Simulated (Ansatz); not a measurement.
# K3Rh: the cost of one run

Computed with Ansatz 0.2.0 (DFT PBE, scalar-relativistic, plane waves, PAW, unless a step's input says otherwise).

## (1) Starting point

It takes space group P4/mmm (No. 123, tetragonal). Conventional cell: a = 4.913 Å, b = 4.913 Å, c = 4.862 Å, α = 90.00°, β = 90.00°, γ = 90.00°. K (site symmetry mmm) is surrounded by 8 K at 3.46 to 3.47 Å and 4 Rh at 3.46 Å. K (site symmetry 4/mmm) is surrounded by 8 K at 3.46 Å and 4 Rh at 3.47 Å. Rh (site symmetry 4/mmm) has 12 K at 3.46 to 3.47 Å as nearest neighbours.

As a file:

```cif
data_structure
_symmetry_space_group_name_H-M 'P 1'
_symmetry_Int_Tables_number 1
_cell_length_a 4.9129
_cell_length_b 4.9129
_cell_length_c 4.8624
_cell_angle_alpha 90.000
_cell_angle_beta 90.000
_cell_angle_gamma 90.000
_cell_volume 117.36
loop_
_atom_site_label
_atom_site_type_symbol
_atom_site_fract_x
_atom_site_fract_y
_atom_site_fract_z
_atom_site_occupancy
K1 K 0.00000 0.50000 0.50000 1
K2 K 0.50000 0.00000 0.50000 1
K3 K 0.50000 0.50000 0.00000 1
Rh1 Rh 0.00000 0.00000 0.00000 1
```

This is candidate A: Cu3Pd type (P4/mmm, No. 123).

(A quick probe on a coarse mesh, which set the mesh and smearing, is not shown.)

## (3) The relaxation (candidate A)

Contents of input.yaml:

```yaml
crystal:
  lattice:
    - [4.9129210906, 0.0, 0.0]
    - [0.0, 4.9129210906, 0.0]
    - [0.0, 0.0, 4.8624231188]
  atoms:
    - { symbol: K, position: [0.0, 0.5, 0.5] }
    - { symbol: K, position: [0.5, 0.0, 0.5] }
    - { symbol: K, position: [0.5, 0.5, 0.0] }
    - { symbol: Rh, position: [0.0, 0.0, 0.0] }
basis:
  ecutwfc: 420
kpoints:
  mp_grid: { grid: [10, 10, 10] }
hamiltonian:
  xc: pbe
scf:
  occupations: { method: gaussian, width: 0.1 }
output:
  forces: true
  stress: true
  eigenvalues: true
relax:
  adjacent_minimum: "off"
  f_tol: 0.01
  max_steps: 80
  cell: { stress_tol: 0.05 }
```

Started as:

```
$ ansatz run input.yaml --threads 1 --pin off --max-ram 2560MiB --backend cpu --events-out ev --progress --plain --runs-dir out
```

**Question.** How long does this run take on 1 thread of Intel Xeon Platinum 8488C (Sapphire Rapids), shared host, and how much memory does it need?

About 2.4 min, with a peak of 0.7 GiB.
